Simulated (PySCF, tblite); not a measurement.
# C₆H₈FN+ (doublet): geometry, infrared bands and EPR parameters

Wanted: the infrared bands and EPR parameters of C₆H₈FN+ (doublet) (`[H]/N=C1\[C](F)[CH+]C[C@@H]1C`), by calculation.

Computed with tblite 0.8.0 and PySCF 2.14.0, with density-fitted response routines of our own, on a single molecule in the gas phase. Atoms count from 0, in the outputs and in this text.

## 1. Starting geometry

16 atoms, charge 1, multiplicity 2; geometry from: force field or distance geometry start.

Bonds of the start (Å): C0–C1 1.48, C1–C2 1.51, C2–C3 1.49, C3–C4 1.51, C4–F5 1.39, C4–C6 1.52, C6–N7 1.26, C6–C1 1.50, C0–H8 1.10, C0–H9 1.12, C0–H10 1.10, C1–H11 1.12, C2–H12 1.10, C2–H13 1.11, C3–H14 1.08, N7–H15 1.02.

## 2. Relaxing the molecule with GFN2-xTB

What the job is given:

```
{"job": {"kind": "relax", "xc": "GFN2-xTB", "basis": "xTB"}, "charge": 1, "multiplicity": 2}
C     -1.304300     1.288900     0.075900
C     -0.269900     0.322000     0.506500
C     -0.640800    -1.099400     0.157400
C      0.527900    -1.701900    -0.551400
C      1.691000    -0.877300    -0.054200
F      1.689300    -1.080700     1.323800
C      1.037600     0.481100    -0.207200
N      1.466900     1.520300    -0.779700
H     -0.881500     2.308400     0.107700
H     -1.610300     1.087500    -0.986700
H     -2.199000     1.193200     0.708000
H     -0.017800     0.338200     1.592900
H     -0.908400    -1.660100     1.067200
H     -1.522800    -1.049300    -0.514800
H      0.548400    -2.539700    -1.226200
H      2.386100     1.477800    -1.230800
```

Launch:

```
$ OMP_NUM_THREADS=1 python probes_run.py task.json out
```

The driver reads the jobs from task.json and runs them one after another.

The log of the run:

```text
step      E/eV     max force
  0    -650.97337    4.549
  1    -651.18681    5.894
  2    -651.38443    1.284
  3    -651.45547    0.693
  4    -651.53680    0.724
  5    -651.59615    0.651
  6    -651.65650    0.811
  7    -651.73125    1.441
  8    -651.73970    1.729
  9    -651.86901    1.409
 10    -652.02795    1.512
 11    -652.33704    1.429
 12    -652.55960    1.459
 13    -652.74976    2.066
 14    -652.95444    1.618
 15    -653.15954    1.182
 16    -653.30622    1.601
 17    -653.44797    1.791
 18    -653.57216    2.006
 19    -653.71515    0.996
 20    -653.84406    0.871
 21    -653.95644    1.239
 22    -654.03910    0.784
 23    -654.10140    0.548
 24    -654.14114    0.766
 25    -654.17985    0.581
 26    -654.21872    0.525
 27    -654.25517    0.449
 28    -654.28576    0.507
 29    -654.30701    0.459
 30    -654.31894    0.276
 31    -654.32496    0.264
 32    -654.33231    0.238
 33    -654.34135    0.293
 34    -654.35068    0.243
 35    -654.35876    0.261
 36    -654.36545    0.219
 37    -654.37056    0.228
 38    -654.37427    0.148
 39    -654.37668    0.127
 40    -654.37867    0.120
 41    -654.38073    0.137
 42    -654.38293    0.134
 43    -654.38476    0.119
 44    -654.38621    0.106
 45    -654.38745    0.086
 46    -654.38877    0.100
 47    -654.39037    0.098
 48    -654.39232    0.146
 49    -654.39465    0.171
 50    -654.39775    0.199
 51    -654.40175    0.255
 52    -654.40595    0.201
 53    -654.41024    0.154
 54    -654.41485    0.177
 55    -654.41917    0.158
 56    -654.42241    0.248
 57    -654.42431    0.153
 58    -654.42588    0.098
 59    -654.42734    0.099
 60    -654.42826    0.076
 61    -654.42887    0.057
 62    -654.42942    0.057
 63    -654.42992    0.060
 64    -654.43039    0.053
 65    -654.43086    0.051
 66    -654.43131    0.059
 67    -654.43180    0.078
 68    -654.43233    0.082
 69    -654.43276    0.047
 70    -654.43311    0.043
 71    -654.43348    0.056
 72    -654.43391    0.051
 73    -654.43428    0.047
 74    -654.43449    0.029
 75    -654.43459    0.025
 76    -654.43467    0.025
 77    -654.43476    0.024
 78    -654.43485    0.027
 79    -654.43492    0.021
 80    -654.43499    0.026
 81    -654.43509    0.025
 82    -654.43522    0.029
 83    -654.43536    0.030
 84    -654.43549    0.022
 85    -654.43558    0.023
 86    -654.43566    0.018
 87    -654.43573    0.023
 88    -654.43580    0.020
 89    -654.43588    0.021
 90    -654.43595    0.021
 91    -654.43601    0.015
 92    -654.43604    0.011
 93    -654.43607    0.013
 94    -654.43609    0.013
 95    -654.43612    0.015
 96    -654.43616    0.016
 97    -654.43620    0.017
 98    -654.43625    0.015
 99    -654.43631    0.019
100    -654.43636    0.018
101    -654.43639    0.012
102    -654.43640    0.007
```

Wall time 0.51 s (1 thread of Arm Neoverse V2, shared host).

Relaxation path: (not every step is listed)

| step | energy from step 0 (eV) | largest force (eV/Å) |
| --- | --- | --- |
| 0 | 0.0000 | 4.5492 |
| 1 | -0.2134 | 5.8938 |
| 2 | -0.4111 | 1.2842 |
| 3 | -0.4821 | 0.6929 |
| 4 | -0.5634 | 0.7241 |
| 5 | -0.6228 | 0.6506 |
| 6 | -0.6831 | 0.8112 |
| 7 | -0.7579 | 1.4406 |
| 8 | -0.7663 | 1.7292 |
| 16 | -2.3329 | 1.6012 |
| 24 | -3.1678 | 0.7662 |
| 32 | -3.3589 | 0.2381 |
| 40 | -3.4053 | 0.1203 |
| 48 | -3.4189 | 0.1464 |
| 56 | -3.4490 | 0.2480 |
| 64 | -3.4570 | 0.0527 |
| 72 | -3.4605 | 0.0513 |
| 80 | -3.4616 | 0.0265 |
| 88 | -3.4624 | 0.0203 |
| 96 | -3.4628 | 0.0161 |
| 97 | -3.4628 | 0.0166 |
| 98 | -3.4629 | 0.0151 |
| 99 | -3.4629 | 0.0185 |
| 100 | -3.4630 | 0.0184 |
| 101 | -3.4630 | 0.0124 |
| 102 | -3.4630 | 0.0073 |

Close pairs (by a distance rule), those that changed most:

| bond | before (Å) | after (Å) | change (Å) |
| --- | --- | --- | --- |
| C3–C4 | 1.510 | 1.338 | -0.172 |
| C4–F5 | 1.393 | 1.315 | -0.078 |
| C1–C6 | 1.498 | 1.534 | +0.036 |
| C4–C6 | 1.515 | 1.479 | -0.036 |
| C0–H9 | 1.124 | 1.089 | -0.035 |
| C0–C1 | 1.480 | 1.513 | +0.033 |
| C6–N7 | 1.262 | 1.230 | -0.032 |
| C1–C2 | 1.510 | 1.536 | +0.026 |

The end geometry stands in the next job.

## 3. Harmonic vibrations with GFN2-xTB

What the job is given:

```
{"job": {"kind": "ir", "xc": "GFN2-xTB", "basis": "xTB"}, "charge": 1, "multiplicity": 2}
C     -1.341505     1.330754    -0.158606
C     -0.411142     0.339477     0.506376
C     -0.787611    -1.133554     0.290547
C      0.452978    -1.802451    -0.146263
C      1.443673    -0.920948    -0.327384
F      2.690078    -1.139448    -0.683412
C      1.026485     0.463261    -0.015425
N      1.676358     1.506743    -0.057249
H     -1.047646     2.354699     0.054429
H     -1.382332     1.185547    -1.236698
H     -2.351978     1.180316     0.227105
H     -0.333894     0.570500     1.575886
H     -1.177668    -1.594590     1.204066
H     -1.571376    -1.248465    -0.464196
H      0.533104    -2.857811    -0.356222
H      2.574876     1.774912    -0.424365
```

The log of the run:

```text
mode    cm-1     km/mol
  1      60.3      1.73
  2     214.7      0.78
  3     225.0      2.55
  4     247.0      2.48
  5     271.7     10.77
  6     329.6      3.17
  7     406.8     18.64
  8     464.5      4.07
  9     510.2     40.23
 10     584.2    188.08
 11     621.2      9.88
 12     658.5     67.61
 13     689.2    210.44
 14     756.5     30.03
 15     789.0     23.72
 16     870.3     15.03
 17     917.5     37.18
 18     923.1     33.37
 19     993.2     35.92
 20    1019.9      7.01
 21    1044.1     44.73
 22    1115.9     11.41
 23    1122.2     47.88
 24    1154.0     47.00
 25    1179.0    123.93
 26    1194.1    106.47
 27    1241.7     20.23
 28    1270.9      7.45
 29    1371.0     71.55
 30    1382.4     83.06
 31    1391.6     83.97
 32    1448.0     21.40
 33    1604.8    202.47
 34    1788.8    102.44
 35    2910.0      9.54
 36    2936.6     21.84
 37    2967.6     17.26
 38    2986.4     69.03
 39    3034.3     18.74
 40    3067.4      3.52
 41    3095.1     54.01
 42    3435.5    312.72
```

It took 0.37 s on 1 thread of Arm Neoverse V2, shared host.

Which atoms move in the most intense modes:

| cm⁻¹ | km/mol | atoms |
| --- | --- | --- |
| 584 | 188.1 | H15 64 %, N7 12 % |
| 689 | 210.4 | H15 40 %, C1 13 %, N7 12 % |
| 1179 | 123.9 | C4 36 %, H11 18 %, H14 10 % |
| 1194 | 106.5 | C4 21 %, C3 19 %, F5 13 % |
| 1392 | 84.0 | H10 39 %, H9 38 % |
| 1605 | 202.5 | C4 50 %, C3 33 % |
| 1789 | 102.4 | C6 54 %, N7 35 % |
| 3436 | 312.7 | H15 93 % |

## 4. EPR parameters: B3LYP/pcH-1

Settings changed since step 3:

```diff
@@ -1,2 +1,2 @@
-{"job": {"kind": "ir", "xc": "GFN2-xTB", "basis": "xTB"}, "charge": 1, "multiplicity": 2}
+{"job": {"kind": "epr", "basis": "pcH-1"}, "charge": 1, "multiplicity": 2}
 C     -1.341505     1.330754    -0.158606
```

Method: UKS B3LYP, pcH-1 on C F H N, non-relativistic, mean-field spin-orbit, GIAO.

The log of the run:

```text
UKS, coarse grid
  cycle   1  E = -387.62101007  |g| = 4.44e-01
  cycle   2  E = -387.38633072  |g| = 8.76e-01
  cycle   3  E = -387.67789962  |g| = 2.37e-01
  cycle   4  E = -387.70008852  |g| = 1.37e-01
  cycle   5  E = -387.70896105  |g| = 4.03e-02
  cycle   6  E = -387.70964716  |g| = 3.16e-02
  cycle   7  E = -387.71026705  |g| = 1.88e-02
  cycle   8  E = -387.71056593  |g| = 1.28e-02
  cycle   9  E = -387.71077350  |g| = 7.12e-03
  cycle  10  E = -387.71088027  |g| = 4.56e-03
  cycle  11  E = -387.71096571  |g| = 1.70e-03
  cycle  12  E = -387.71098369  |g| = 1.00e-03
  cycle  13  E = -387.71098874  |g| = 2.64e-04
UKS, final grid
  cycle   1  E = -387.71103699  |g| = 3.01e-04
  cycle   2  E = -387.71103697  |g| = 5.17e-04
  cycle   3  E = -387.71103710  |g| = 1.77e-04
  cycle   4  E = -387.71103712  |g| = 7.47e-05
  cycle   5  E = -387.71103718  |g| = 9.49e-05
  cycle   6  E = -387.71103720  |g| = 5.97e-05
  cycle   7  E = -387.71103721  |g| = 4.35e-05
  cycle   8  E = -387.71103721  |g| = 1.88e-05
E = -387.71103721 Eh   <S^2> = 0.7569 (exact 0.7500)
g shifts (ppm)      1          2          3
  rmc          -225       -225       -225
  gc             14         29         20
  oz_so         216       1631       2847
  total           5       1435       2642
hyperfine (MHz)  atom isotope    a_iso     a_fc   dipolar eigenvalues
    0   13C      -5.41      -5.41     -1.33     -0.65      1.99
    1   13C      18.31      18.31    -12.56    -11.38     23.93
    2   13C      -5.71      -5.71     -1.95     -1.12      3.07
    3   13C      -1.08      -1.08     -6.68     -4.26     10.94
    4   13C      68.67      68.67    -17.29    -15.17     32.46
    5   19F      18.34      18.34    -59.81    -51.24    111.05
    6   13C     -14.45     -14.45    -19.14      1.78     17.36
    7   14N     100.78     100.78    -34.02    -28.06     62.07
    8    1H      -0.33      -0.33     -4.09     -2.03      6.12
    9    1H       6.75       6.75     -2.38     -1.36      3.74
   10    1H      18.59      18.59     -2.23     -0.94      3.17
   11    1H       8.45       8.45     -6.06      0.61      5.45
   12    1H      45.62      45.62     -2.18     -1.31      3.49
   13    1H       1.30       1.30     -1.69     -1.45      3.14
   14    1H      12.73      12.73     -3.45     -1.23      4.67
   15    1H      63.55      63.55    -36.07    -14.39     50.46
```

Wall time 68 s (1 thread of Arm Neoverse V2, shared host); peak memory 0.98 GiB.

Principal g values 2.00232, 2.00375, 2.00496; g(iso) = 2.00368, against 2.00232 for a free electron.

Mean a(iso) over the nuclei that a row names, and the largest dipolar term of the row (other rows stand at the frozen geometry):

| nuclei | isotope | a(iso) (MHz) | a(iso) (G, at g = 2.0023) | largest dipolar term (MHz) |
| --- | --- | --- | --- | --- |
| N7 | 14N | 100.8 | 36.0 | 62.1 |
| C4 | 13C | 68.7 | 24.5 | 32.5 |
| H15 | 1H | 63.6 | 22.7 | 50.5 |
| H12 | 1H | 45.6 | 16.3 | 3.5 |
| F5 | 19F | 18.3 | 6.5 | 111.1 |
| C1 | 13C | 18.3 | 6.5 | 23.9 |
| C6 | 13C | -14.5 | -5.2 | -19.1 |
| H14 | 1H | 12.7 | 4.5 | 4.7 |
| H11 | 1H | 8.4 | 3.0 | -6.1 |
| H8, H9, H10 | 1H | 8.3 | 3.0 | 6.1 |
| C2 | 13C | -5.7 | -2.0 | 3.1 |
| C0 | 13C | -5.4 | -1.9 | 2.0 |
| H13 | 1H | 1.3 | 0.5 | 3.1 |
| C3 | 13C | -1.1 | -0.4 | 10.9 |

Mulliken spin populations:

C0 0.01; C1 0.10; C2 0.00; C3 0.03; C4 0.14; F5 0.02; C6 -0.09; N7 0.74; H8 0.00; H9 0.00; H10 0.01; H11 0.00; H12 0.02; H13 0.00; H14 0.00; H15 0.01

In first order the couplings over 0.8 MHz of 14N, 1H, 19F give 768 distinct lines over 134.4 G, if the averaged nuclei exchange fast.

Orbitals, density, ELF and potential are computed afterwards from the orbital file.

ELF in a plane through or near 10 of the atoms.

Values, 10 rows by 14 columns:
```
0.00 0.00 0.00 0.00 0.00 0.00 0.00 0.00 0.00 0.00 0.00 0.00 0.00 0.00
0.00 0.00 0.00 0.00 0.00 0.00 0.00 0.00 0.00 0.00 0.00 0.00 0.00 0.00
0.00 0.00 0.00 0.00 0.02 0.00 0.02 0.04 0.02 0.00 0.00 0.00 0.00 0.00
0.00 0.00 0.06 0.97 0.99 0.52 0.42 0.85 0.53 0.01 0.25 0.09 0.00 0.00
0.00 0.00 0.00 0.11 0.62 0.59 0.74 0.73 0.22 0.62 1.00 0.98 0.02 0.00
0.00 0.00 0.41 0.73 0.41 0.20 0.51 0.76 0.85 0.27 0.67 0.15 0.01 0.00
0.00 0.00 0.31 0.84 0.58 0.18 0.64 0.68 0.02 0.88 1.00 0.84 0.00 0.00
0.00 0.00 0.00 0.05 0.00 0.56 0.91 0.79 0.40 0.00 0.08 0.00 0.00 0.00
0.00 0.00 0.00 0.00 0.00 0.56 0.78 0.07 0.01 0.00 0.00 0.00 0.00 0.00
0.00 0.00 0.00 0.00 0.00 0.00 0.00 0.00 0.00 0.00 0.00 0.00 0.00 0.00
```
The map spans 10.8 Å across and 11.3 Å up, centred on the molecule. Atoms in the plane (x, y in Å): C0 (1.9, -0.1), C2 (-0.1, 1.4), C3 (-1.5, 1.0), C4 (-1.7, -0.3), F5 (-2.8, -1.0), C6 (-0.5, -1.0), H8 (2.3, -1.1), H10 (2.6, 0.7), H14 (-2.3, 1.7), H15 (-0.8, -3.1).

On the surface of density 0.002 e/bohr³ the electrostatic potential runs, from the 1st to the 99th percentile, from 3.15 V near F5 to 6.69 V near H15.

The spin density lies nearest to N7 56 %; C4 11 %; C1, C6 about 7 % each (both signs); H15 6 %.

## 5. What came out

```
                                 quantity                  value
strongest single infrared mode (GFN2-xTB)  3436 cm⁻¹, 313 km/mol
             zero-point energy (GFN2-xTB)          77.6 kcal/mol
                           g(iso) (B3LYP)                2.00368
                                     ⟨S²⟩     0.757 (exact 0.75)
       largest a(iso) (averaged by class)   14N on N7, 100.8 MHz
```

What this shows: Relaxing lowered the energy by 3.463 eV in 102 steps; the close pair that moved most is C3–C4, from 1.510 to 1.338 Å. All 42 modes are real, so the xTB geometry is a minimum. The strongest single mode, at 3436 cm⁻¹, moves mainly H15. Unscaled tight-binding wavenumbers are off by several per cent, some by more. Its intensities can rank the bands wrongly. N7 carries the largest spin population, 0.74 e. The isotropic g lies 1.4 ppt above the free-electron value.
